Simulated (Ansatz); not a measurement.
**SnH2O2: vertical ionisation energy**

Aim: the vertical ionisation energy of SnH2O2, as cation minus neutral at the neutral's geometry, on several levels, and how well −ε(HOMO) stands in for it.

The runs use Ansatz 0.2.0, Gaussian basis; unrestricted cation, the program's frozen cores in correlated methods.

The runs, in order: UKS PBE-D4/def2-TZVPP; UKS r2SCAN-D4/def2-TZVPP; UKS PBE0-D4/def2-TZVPP; UKS B3LYP-D4/def2-TZVPP; UKS wB97X-V/def2-TZVPP; UKS wB97M-V/def2-TZVPP; UKS B2PLYP/def2-TZVPP; UHF-CCSD(T)/def2-TZVPP; UHF-MP2/def2-QZVPP; extrapolation to the limit; then −ε(HOMO) from the neutral's earlier runs with LDA (SPW92), PBE-D4, revPBE-D4, BLYP-D4, r2SCAN-D4, B97M-V, PBE0-D4, B3LYP-D4, r2SCANh-D4, r2SCAN0-D4, HSE06-D4, BHLYP-D4, CAM-B3LYP-D4, LC-ωPBE, ωB97X-V, ωB97M-V.

**1. The geometry**

The geometry comes from an earlier relaxation with PBE0-D4 in a triple-zeta def2 set; it is a stationary point. Sn takes the def2 core potential; no spin-orbit term is included.

SMILES `[OH][Sn][OH]`, 5 atoms, charge 0, spin multiplicity 1.

Atoms are counted from 1 here; the program's logs count them from 0.

Bond lengths: O1–Sn2 1.987 Å, O1–H4 0.960 Å, Sn2–O3 1.966 Å, O3–H5 0.964 Å. Angles: Sn2–O1–H4 116.9°, O1–Sn2–O3 91.9°, Sn2–O3–H5 111.9°.

**2. Cation, UKS PBE-D4/def2-TZVPP**

in.yaml

```yaml
crystal:
  periodic: [false, false, false]
  atoms:
    - {symbol: O, position_ang: [-0.984343, 0.177823, -0.613754]}
    - {symbol: Sn, position_ang: [-0.153735, -0.943867, 0.800883]}
    - {symbol: O, position_ang: [1.561830, 0.002891, 0.636097]}
    - {symbol: H, position_ang: [-1.901159, -0.005562, -0.831359]}
    - {symbol: H, position_ang: [1.527208, 0.695116, -0.033267]}
basis:
  gaussian: {orbitals: def2-TZVPP}
total_charge: 1
magnetization: {spin_polarized: true, initial_magnetization: 1}
hamiltonian: {xc: pbe, dispersion: d4}
```

After this run come: Cation, UKS r2SCAN-D4/def2-TZVPP; Cation, UKS PBE0-D4/def2-TZVPP; Cation, UKS B3LYP-D4/def2-TZVPP; Cation, UKS wB97X-V/def2-TZVPP; Cation, UKS wB97M-V/def2-TZVPP; Cation, UKS B2PLYP (frozen core)/def2-TZVPP; Cation, UHF-CCSD(T)/def2-TZVPP; Cation, UHF-MP2/def2-QZVPP.

**Question.** What will the summary of the whole plan be? Wanted: ionisation energy, CCSD(T)/CBS; nearest functional by difference; nearest −ε(HOMO); −ε(HOMO) of PBE; T1 of the cation.

As calculated:

| quantity | value |
| --- | --- |
| ionisation energy, CCSD(T)/CBS | 10.09 eV |
| nearest functional by difference | ωB97X-V (-0.23 eV) |
| nearest −ε(HOMO) | LC-ωPBE (-0.09 eV) |
| −ε(HOMO) of PBE | 6.30 eV |
| T1 of the cation | 0.038 |

What this shows: By cation minus neutral, the functionals miss by 0.57 eV at most. −ε(HOMO) of PBE misses by 3.8 eV, since self-interaction lifts the level. Among orbital estimates LC-ωPBE comes nearest. Hartree-Fock falls 1.09 eV short, as the neutral has more correlation energy than the cation. The cation's T1 (from the report) is 0.038, near the customary mark of 0.045 for open shells, so the coupled-cluster value is less safe. The cation may have settled in a state other than its lowest; no search over hole states beyond the program's own was made. Correlated methods include outer-core shells of Sn, which these sets cover unevenly. With outer-core shells in play the reference is unsure by up to some tenths of an eV, so close misses can't be ranked.
